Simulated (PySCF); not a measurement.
**A gas-phase reaction: GeH4S + BrH → BrGeH3 + H2S**

Wanted: the reaction energy for `[SH][GeH3]` + `Br` → `[GeH3][Br]` + `S`.

Programs: PySCF 2.14.0. All values are calculated, for the isolated system unless a continuum is named. Atoms count from 0, parts from 1.

### 1 The system as given

Each species was relaxed by itself at PBE0-D3(BJ)/def2-SVPD.

### 2 Reaction energy: wB97M-D3(BJ)/def2-TZVPD

The job: settings as JSON, then the geometry in Å.

```
{"job": {"kind": "react", "xc": "wB97M-D3(BJ)", "basis": "def2-TZVPD"}, "charge": 0, "multiplicity": 1}
-1 GeH4S charge 0 multiplicity 1
S      0.545060     0.459090     1.579920
Ge     0.045080    -0.314920    -0.460120
H     -0.437450     1.387170     1.597250
H      1.072040    -1.424650    -0.713170
H      0.185140     0.807360    -1.499820
H     -1.384030    -0.878400    -0.475580

-1 BrH charge 0 multiplicity 1
Br     0.715010     0.002620    -0.004800
H     -0.708710     0.000220     0.004140

+1 BrGeH3 charge 0 multiplicity 1
Ge    -0.154470     0.015260    -0.005120
Br     2.162560    -0.063460    -0.099360
H     -0.559720     1.477080    -0.219560
H     -0.677760    -0.892560    -1.122820
H     -0.561690    -0.493140     1.381550

+1 H2S charge 0 multiplicity 1
S     -0.005450     0.615460    -0.003600
H      0.968100    -0.319700     0.006140
H     -0.981660    -0.316980    -0.001440
```

Level: wB97M-D3(BJ)/def2-TZVPD reaction energy of separated species, gas phase.

Command:

```sh
OMP_NUM_THREADS=1 python cluster_run.py task.json out
```

The driver reads the jobs from task.json and runs them one after another.

What it wrote:

```text
species 1 (GeH4S)
coarse grid: 23624 points
cycle   1  E = -2477.6383741257  dE = -7.136e-01  |g| = 6.302e-01  |ddm| = 1.893e+00
cycle   2  E = -2477.6512468116  dE = -1.287e-02  |g| = 6.512e-01  |ddm| = 7.439e-01
cycle   3  E = -2477.6864033701  dE = -3.516e-02  |g| = 2.833e-02  |ddm| = 3.518e-01
cycle   4  E = -2477.6866760884  dE = -2.727e-04  |g| = 1.129e-02  |ddm| = 3.912e-02
cycle   5  E = -2477.6867244673  dE = -4.838e-05  |g| = 3.419e-03  |ddm| = 1.618e-02
cycle   6  E = -2477.6867291463  dE = -4.679e-06  |g| = 6.511e-04  |ddm| = 5.650e-03
final grid: 46272 points
cycle   7  E = -2477.6866508843  dE = -3.225e-07  |g| = 3.132e-04  |ddm| = 2.321e-03
cycle   8  E = -2477.6866509323  dE = -4.797e-08  |g| = 1.682e-04  |ddm| = 5.558e-04
cycle   9  E = -2477.6866509407  dE = -8.343e-09  |g| = 5.876e-05  |ddm| = 2.076e-04
cycle  10  E = -2477.6866509433  dE = -2.616e-09  |g| = 2.611e-05  |ddm| = 1.444e-04
cycle  11  E = -2477.6866509434  dE = -9.186e-11  |g| = 2.815e-06  |ddm| = 2.365e-05
converged SCF energy = -2477.6866509434

species 2 (BrH)
coarse grid: 9808 points
cycle   1  E = -2574.7444817211  dE = -1.115e+00  |g| = 2.814e-01  |ddm| = 9.887e-01
cycle   2  E = -2574.7574488040  dE = -1.297e-02  |g| = 1.487e-01  |ddm| = 2.655e-01
cycle   3  E = -2574.7608846086  dE = -3.436e-03  |g| = 8.656e-03  |ddm| = 8.708e-02
cycle   4  E = -2574.7609219734  dE = -3.736e-05  |g| = 2.523e-03  |ddm| = 1.268e-02
cycle   5  E = -2574.7609264038  dE = -4.430e-06  |g| = 6.497e-04  |ddm| = 4.934e-03
final grid: 18448 points
cycle   6  E = -2574.7609110972  dE = -1.923e-07  |g| = 3.883e-04  |ddm| = 9.237e-04
cycle   7  E = -2574.7609111248  dE = -2.761e-08  |g| = 2.729e-04  |ddm| = 3.936e-04
cycle   8  E = -2574.7609111319  dE = -7.092e-09  |g| = 3.379e-05  |ddm| = 1.359e-04
cycle   9  E = -2574.7609111329  dE = -1.020e-09  |g| = 1.120e-05  |ddm| = 6.293e-05
cycle  10  E = -2574.7609111330  dE = -6.457e-11  |g| = 1.703e-06  |ddm| = 1.292e-05
converged SCF energy = -2574.7609111330

species 3 (BrGeH3)
coarse grid: 22168 points
cycle   1  E = -4652.9635991640  dE = -1.715e+00  |g| = 6.619e-01  |ddm| = 1.850e+00
cycle   2  E = -4652.9763049169  dE = -1.271e-02  |g| = 6.686e-01  |ddm| = 7.820e-01
cycle   3  E = -4653.0126225589  dE = -3.632e-02  |g| = 4.303e-02  |ddm| = 3.683e-01
cycle   4  E = -4653.0128480053  dE = -2.254e-04  |g| = 6.813e-03  |ddm| = 3.444e-02
cycle   5  E = -4653.0128714752  dE = -2.347e-05  |g| = 1.853e-03  |ddm| = 1.390e-02
cycle   6  E = -4653.0128732187  dE = -1.744e-06  |g| = 6.289e-04  |ddm| = 4.195e-03
final grid: 42232 points
cycle   7  E = -4653.0127959509  dE = -1.695e-07  |g| = 4.573e-04  |ddm| = 1.378e-03
cycle   8  E = -4653.0127959811  dE = -3.018e-08  |g| = 3.572e-04  |ddm| = 6.005e-04
cycle   9  E = -4653.0127959933  dE = -1.225e-08  |g| = 3.892e-05  |ddm| = 1.986e-04
cycle  10  E = -4653.0127959949  dE = -1.623e-09  |g| = 2.185e-05  |ddm| = 1.172e-04
cycle  11  E = -4653.0127959951  dE = -1.655e-10  |g| = 6.368e-06  |ddm| = 3.383e-05
converged SCF energy = -4653.0127959951

species 4 (H2S)
coarse grid: 11264 points
cycle   1  E = -399.4336014184  dE = -1.424e-01  |g| = 1.945e-01  |ddm| = 1.016e+00
cycle   2  E = -399.4459454396  dE = -1.234e-02  |g| = 1.106e-01  |ddm| = 2.399e-01
cycle   3  E = -399.4491447664  dE = -3.199e-03  |g| = 1.578e-02  |ddm| = 9.278e-02
cycle   4  E = -399.4492191082  dE = -7.434e-05  |g| = 4.851e-03  |ddm| = 1.790e-02
cycle   5  E = -399.4492313454  dE = -1.224e-05  |g| = 9.336e-04  |ddm| = 7.536e-03
cycle   6  E = -399.4492320766  dE = -7.312e-07  |g| = 1.776e-04  |ddm| = 2.124e-03
final grid: 22496 points
cycle   7  E = -399.4492196803  dE = -2.322e-08  |g| = 1.134e-04  |ddm| = 6.064e-04
cycle   8  E = -399.4492196833  dE = -2.973e-09  |g| = 6.804e-05  |ddm| = 1.498e-04
cycle   9  E = -399.4492196841  dE = -7.676e-10  |g| = 8.728e-06  |ddm| = 5.990e-05
converged SCF energy = -399.4492196841

Reaction energy = -8.859 kcal/mol
```

It took 13 s on 1 thread of Arm Neoverse V1, shared host; peak memory 0.51 GiB.

Species by species (with the dispersion term, which the log's SCF energies lack):

```csv
ν,species,energy (Eh),HOMO (eV)
-1,[SH][GeH3],-2477.69133,-9.59
-1,Br,-2574.76148,-11.15
+1,[GeH3][Br],-4653.01636,-10.54
+1,S,-399.45056,-9.89
```

### 3 Energies of the species: PBE0-D3(BJ)/def2-TZVPD

The job, as its differences from that of step 2:

```diff
@@ -1,2 +1,2 @@
-{"job": {"kind": "react", "xc": "wB97M-D3(BJ)", "basis": "def2-TZVPD"}, "charge": 0, "multiplicity": 1}
+{"job": {"kind": "react", "xc": "PBE0", "basis": "def2-TZVPD", "disp": "d3bj"}, "charge": 0, "multiplicity": 1}
 -1 GeH4S charge 0 multiplicity 1
```

Method: PBE0-D3(BJ)/def2-TZVPD reaction energy of separated species, gas phase.

What it wrote:

```text
species 1 (GeH4S)
coarse grid: 23624 points
cycle   1  E = -2477.1791671213  dE = -6.531e-01  |g| = 6.590e-01  |ddm| = 1.865e+00
cycle   2  E = -2477.1569920396  dE =  2.218e-02  |g| = 7.997e-01  |ddm| = 8.474e-01
cycle   3  E = -2477.2205948942  dE = -6.360e-02  |g| = 2.976e-02  |ddm| = 4.874e-01
cycle   4  E = -2477.2207548064  dE = -1.599e-04  |g| = 1.250e-02  |ddm| = 3.492e-02
cycle   5  E = -2477.2208047506  dE = -4.994e-05  |g| = 2.243e-03  |ddm| = 1.369e-02
cycle   6  E = -2477.2208063132  dE = -1.563e-06  |g| = 2.668e-04  |ddm| = 2.108e-03
final grid: 46272 points
cycle   7  E = -2477.2207982783  dE = -2.214e-08  |g| = 2.551e-04  |ddm| = 1.484e-03
cycle   8  E = -2477.2207982788  dE = -4.816e-10  |g| = 2.867e-04  |ddm| = 4.081e-04
cycle   9  E = -2477.2207982954  dE = -1.660e-08  |g| = 3.200e-05  |ddm| = 1.911e-04
cycle  10  E = -2477.2207982955  dE = -1.751e-10  |g| = 3.940e-06  |ddm| = 2.629e-05
converged SCF energy = -2477.2207982955

species 2 (BrH)
coarse grid: 9808 points
cycle   1  E = -2574.4494535358  dE = -1.081e+00  |g| = 2.724e-01  |ddm| = 1.042e+00
cycle   2  E = -2574.4540917967  dE = -4.638e-03  |g| = 1.699e-01  |ddm| = 2.601e-01
cycle   3  E = -2574.4588661872  dE = -4.774e-03  |g| = 3.007e-02  |ddm| = 1.194e-01
cycle   4  E = -2574.4590976728  dE = -2.315e-04  |g| = 4.156e-03  |ddm| = 2.212e-02
cycle   5  E = -2574.4591016753  dE = -4.002e-06  |g| = 1.311e-03  |ddm| = 4.270e-03
final grid: 18448 points
cycle   6  E = -2574.4591028001  dE = -7.033e-08  |g| = 1.375e-03  |ddm| = 2.024e-03
cycle   7  E = -2574.4591028144  dE = -1.434e-08  |g| = 1.399e-03  |ddm| = 1.791e-03
cycle   8  E = -2574.4591030353  dE = -2.209e-07  |g| = 5.149e-05  |ddm| = 8.398e-04
cycle   9  E = -2574.4591030360  dE = -6.830e-10  |g| = 1.026e-05  |ddm| = 4.413e-05
converged SCF energy = -2574.4591030360

species 3 (BrGeH3)
coarse grid: 22168 points
cycle   1  E = -4652.3909864971  dE = -1.670e+00  |g| = 6.913e-01  |ddm| = 1.848e+00
cycle   2  E = -4652.3735039010  dE =  1.748e-02  |g| = 8.000e-01  |ddm| = 8.466e-01
cycle   3  E = -4652.4308554982  dE = -5.735e-02  |g| = 7.087e-02  |ddm| = 4.870e-01
cycle   4  E = -4652.4313024729  dE = -4.470e-04  |g| = 9.374e-03  |ddm| = 4.112e-02
cycle   5  E = -4652.4313169699  dE = -1.450e-05  |g| = 4.187e-03  |ddm| = 1.323e-02
cycle   6  E = -4652.4313223937  dE = -5.424e-06  |g| = 2.375e-04  |ddm| = 4.741e-03
final grid: 42232 points
cycle   7  E = -4652.4313189798  dE = -8.085e-09  |g| = 2.579e-04  |ddm| = 9.248e-04
cycle   8  E = -4652.4313189734  dE =  6.346e-09  |g| = 3.538e-04  |ddm| = 4.890e-04
cycle   9  E = -4652.4313189950  dE = -2.160e-08  |g| = 2.117e-05  |ddm| = 2.525e-04
cycle  10  E = -4652.4313189952  dE = -1.419e-10  |g| = 5.286e-06  |ddm| = 2.505e-05
converged SCF energy = -4652.4313189952

species 4 (H2S)
coarse grid: 2864 points
cycle   1  E = -399.2518634293  dE = -9.250e-02  |g| = 1.630e-01  |ddm| = 1.023e+00
cycle   2  E = -399.2538576781  dE = -1.994e-03  |g| = 1.600e-01  |ddm| = 2.978e-01
cycle   3  E = -399.2614718391  dE = -7.614e-03  |g| = 1.497e-02  |ddm| = 1.477e-01
cycle   4  E = -399.2614864510  dE = -1.461e-05  |g| = 1.103e-03  |ddm| = 5.881e-03
cycle   5  E = -399.2614868313  dE = -3.804e-07  |g| = 6.136e-04  |ddm| = 1.717e-03
final grid: 22496 points
cycle   6  E = -399.2625175288  dE = -7.085e-06  |g| = 4.896e-03  |ddm| = 1.692e-02
cycle   7  E = -399.2625181616  dE = -6.328e-07  |g| = 3.960e-03  |ddm| = 6.698e-03
cycle   8  E = -399.2625210940  dE = -2.932e-06  |g| = 2.911e-04  |ddm| = 3.504e-03
cycle   9  E = -399.2625211218  dE = -2.777e-08  |g| = 3.582e-05  |ddm| = 2.357e-04
cycle  10  E = -399.2625211221  dE = -3.610e-10  |g| = 6.382e-06  |ddm| = 2.918e-05
converged SCF energy = -399.2625211221

Reaction energy = -8.602 kcal/mol
```

Wall time 6.3 s (1 thread of Arm Neoverse V1, shared host); peak memory 0.5 GiB.

Reaction energy at this level: -8.60 kcal/mol.

### 4 Reaction energy: MP2/def2-TZVPD

The job, as its differences from that of step 3:

```diff
@@ -1,2 +1,2 @@
-{"job": {"kind": "react", "xc": "PBE0", "basis": "def2-TZVPD", "disp": "d3bj"}, "charge": 0, "multiplicity": 1}
+{"job": {"kind": "react", "xc": "MP2", "basis": "def2-TZVPD"}, "charge": 0, "multiplicity": 1}
 -1 GeH4S charge 0 multiplicity 1
```

With the program's defaults for keys left out, this is: MP2/def2-TZVPD reaction energy of separated species, gas phase.

What it wrote:

```text
species 1 (GeH4S)
final grid: 46272 points
cycle   1  E = -2475.2142191962  dE = -7.809e-01  |g| = 4.092e-01  |ddm| = 1.869e+00
cycle   2  E = -2475.2481495007  dE = -3.393e-02  |g| = 2.774e-01  |ddm| = 4.185e-01
cycle   3  E = -2475.2559485211  dE = -7.799e-03  |g| = 3.768e-02  |ddm| = 1.810e-01
cycle   4  E = -2475.2567078551  dE = -7.593e-04  |g| = 1.263e-02  |ddm| = 5.612e-02
cycle   5  E = -2475.2567928374  dE = -8.498e-05  |g| = 3.475e-03  |ddm| = 1.732e-02
cycle   6  E = -2475.2568016769  dE = -8.839e-06  |g| = 1.048e-03  |ddm| = 6.297e-03
cycle   7  E = -2475.2568026587  dE = -9.818e-07  |g| = 2.532e-04  |ddm| = 2.089e-03
cycle   8  E = -2475.2568027124  dE = -5.373e-08  |g| = 4.618e-05  |ddm| = 6.290e-04
cycle   9  E = -2475.2568027140  dE = -1.539e-09  |g| = 1.385e-05  |ddm| = 1.268e-04
cycle  10  E = -2475.2568027141  dE = -1.683e-10  |g| = 3.942e-06  |ddm| = 3.663e-05
converged SCF energy = -2475.2568027141

species 2 (BrH)
final grid: 18448 points
cycle   1  E = -2572.9852622530  dE = -1.144e+00  |g| = 2.202e-01  |ddm| = 9.640e-01
cycle   2  E = -2572.9999186250  dE = -1.466e-02  |g| = 7.760e-02  |ddm| = 2.157e-01
cycle   3  E = -2573.0014423985  dE = -1.524e-03  |g| = 1.588e-02  |ddm| = 5.815e-02
cycle   4  E = -2573.0016142980  dE = -1.719e-04  |g| = 5.005e-03  |ddm| = 1.886e-02
cycle   5  E = -2573.0016334238  dE = -1.913e-05  |g| = 1.691e-03  |ddm| = 6.805e-03
cycle   6  E = -2573.0016348268  dE = -1.403e-06  |g| = 3.418e-04  |ddm| = 2.059e-03
cycle   7  E = -2573.0016349004  dE = -7.363e-08  |g| = 5.979e-05  |ddm| = 6.414e-04
cycle   8  E = -2573.0016349019  dE = -1.419e-09  |g| = 8.468e-06  |ddm| = 8.660e-05
cycle   9  E = -2573.0016349019  dE = -5.775e-11  |g| = 1.310e-06  |ddm| = 1.889e-05
converged SCF energy = -2573.0016349019

species 3 (BrGeH3)
final grid: 42232 points
cycle   1  E = -4649.5280656127  dE = -1.788e+00  |g| = 4.240e-01  |ddm| = 1.818e+00
cycle   2  E = -4649.5603105434  dE = -3.224e-02  |g| = 2.933e-01  |ddm| = 4.684e-01
cycle   3  E = -4649.5688425455  dE = -8.532e-03  |g| = 3.416e-02  |ddm| = 1.938e-01
cycle   4  E = -4649.5692834108  dE = -4.409e-04  |g| = 1.031e-02  |ddm| = 5.081e-02
cycle   5  E = -4649.5693299928  dE = -4.658e-05  |g| = 2.116e-03  |ddm| = 1.540e-02
cycle   6  E = -4649.5693326730  dE = -2.680e-06  |g| = 7.287e-04  |ddm| = 4.368e-03
cycle   7  E = -4649.5693330536  dE = -3.806e-07  |g| = 2.500e-04  |ddm| = 1.397e-03
cycle   8  E = -4649.5693331088  dE = -5.520e-08  |g| = 7.168e-05  |ddm| = 5.828e-04
cycle   9  E = -4649.5693331115  dE = -2.718e-09  |g| = 1.634e-05  |ddm| = 1.545e-04
cycle  10  E = -4649.5693331117  dE = -1.564e-10  |g| = 3.069e-06  |ddm| = 4.391e-05
converged SCF energy = -4649.5693331117

species 4 (H2S)
final grid: 22496 points
cycle   1  E = -398.6881061645  dE = -1.695e-01  |g| = 2.014e-01  |ddm| = 9.977e-01
cycle   2  E = -398.7050962383  dE = -1.699e-02  |g| = 7.023e-02  |ddm| = 1.849e-01
cycle   3  E = -398.7068537935  dE = -1.758e-03  |g| = 2.154e-02  |ddm| = 5.634e-02
cycle   4  E = -398.7071965969  dE = -3.428e-04  |g| = 6.311e-03  |ddm| = 2.471e-02
cycle   5  E = -398.7072260107  dE = -2.941e-05  |g| = 1.395e-03  |ddm| = 9.171e-03
cycle   6  E = -398.7072274922  dE = -1.482e-06  |g| = 3.129e-04  |ddm| = 2.398e-03
cycle   7  E = -398.7072275779  dE = -8.569e-08  |g| = 5.002e-05  |ddm| = 6.832e-04
cycle   8  E = -398.7072275802  dE = -2.251e-09  |g| = 1.186e-05  |ddm| = 9.128e-05
cycle   9  E = -398.7072275803  dE = -1.252e-10  |g| = 1.950e-06  |ddm| = 2.073e-05
converged SCF energy = -398.7072275803

Reaction energy = -9.044 kcal/mol
```

Wall time 3.6 s (1 thread of Arm Neoverse V1, shared host); peak memory 0.55 GiB.

Reaction energy at this level: -9.04 kcal/mol.

### 5 Side by side

Energies in kcal/mol, with wall time:

```csv
run,reaction,time
wB97M-D3(BJ)/def2-TZVPD,-8.86,13 s
PBE0-D3(BJ)/def2-TZVPD,-8.60,6.3 s
MP2/def2-TZVPD,-9.04,3.6 s
```

### 6 What came out

| quantity | value |
| --- | --- |
| reaction energy (wB97M-D3(BJ)/def2-TZVPD) | -8.86 kcal/mol |
| ΔH, ΔG at 298 K (xTB thermal terms) | -8.4, -8.1 kcal/mol |
| range of the reaction energy over the runs of this table | -9.04 to -8.60 kcal/mol |

The reaction is exothermic by 8.4 kcal/mol in the gas phase; dispersion gives +0.21, and xTB itself gave -13.41 for the electronic energy (xTB energies and thermal terms come from the earlier relaxation of each species, not shown). No barrier was sought. The reaction energy runs from -9.04 (MP2/def2-TZVPD) to -8.60 kcal/mol (PBE0-D3(BJ)/def2-TZVPD).
